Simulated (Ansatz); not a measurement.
# Cu2As: the cost of one run

Computed with Ansatz 0.2.0 (DFT r2SCAN, scalar-relativistic, plane waves, PAW, unless a step's input says otherwise).

1 further run of the same task is left out (it didn't finish).

## (1) The system as given

It takes space group P4/nmm (No. 129, tetragonal). Conventional cell: a = 3.788 Å, b = 3.788 Å, c = 5.942 Å, α = 90.00°, β = 90.00°, γ = 90.00°. Around Cu (site symmetry -4m2) lie 4 As at 2.56 Å and 8 Cu at 2.61 to 2.68 Å. Cu (site symmetry 4mm) is surrounded by 5 As at 2.41 to 2.68 Å and 4 Cu at 2.61 Å. As (site symmetry 4mm) has 9 Cu at 2.41 to 2.68 Å as nearest neighbours.

Coordinates:

```cif
data_structure
_symmetry_space_group_name_H-M 'P 1'
_symmetry_Int_Tables_number 1
_cell_length_a 3.7880
_cell_length_b 3.7880
_cell_length_c 5.9420
_cell_angle_alpha 90.000
_cell_angle_beta 90.000
_cell_angle_gamma 90.000
_cell_volume 85.26
loop_
_atom_site_label
_atom_site_type_symbol
_atom_site_fract_x
_atom_site_fract_y
_atom_site_fract_z
_atom_site_occupancy
Cu1 Cu 0.00000 0.00000 0.00000 1
Cu2 Cu 0.50000 0.50000 0.00000 1
Cu3 Cu 0.00000 0.50000 0.30300 1
Cu4 Cu 0.50000 0.00000 0.69700 1
As1 As 0.00000 0.50000 0.70900 1
As2 As 0.50000 0.00000 0.29100 1
```

Source of the structure: the Crystallography Open Database.

(A quick probe on a coarse mesh, which set the mesh and smearing, is not shown.)

## (3) The relaxation

The input, input.yaml:

```yaml
crystal:
  lattice:
    - [3.788, 0.0, 0.0]
    - [0.0, 3.788, 0.0]
    - [0.0, 0.0, 5.942]
  atoms:
    - { symbol: Cu, position: [0.0, 0.0, 0.0] }
    - { symbol: Cu, position: [0.5, 0.5, 0.0] }
    - { symbol: Cu, position: [0.0, 0.5, 0.303] }
    - { symbol: Cu, position: [0.5, 0.0, 0.697] }
    - { symbol: As, position: [0.0, 0.5, 0.709] }
    - { symbol: As, position: [0.5, 0.0, 0.291] }
basis:
  ecutwfc: 500
kpoints:
  mp_grid: { grid: [10, 10, 6] }
hamiltonian:
  xc: r2scan
scf:
  occupations: { method: gaussian, width: 0.1 }
output:
  forces: true
  stress: true
  eigenvalues: true
  write_density: true
  write_potential: true
  elf: true
  volumetric_format: npy
relax:
  adjacent_minimum: "off"
  f_tol: 0.005
  max_steps: 80
  cell: { stress_tol: 0.05 }
```

Launch:

```bash
$ ansatz run input.yaml --threads 1 --pin off --max-ram 2560MiB --backend cpu --events-out ev --progress --plain --runs-dir out
```

Q: Estimate wall time and peak memory on 1 thread of Arm Neoverse V1, shared host.

About 7.3 min, with a peak of 0.82 GiB.
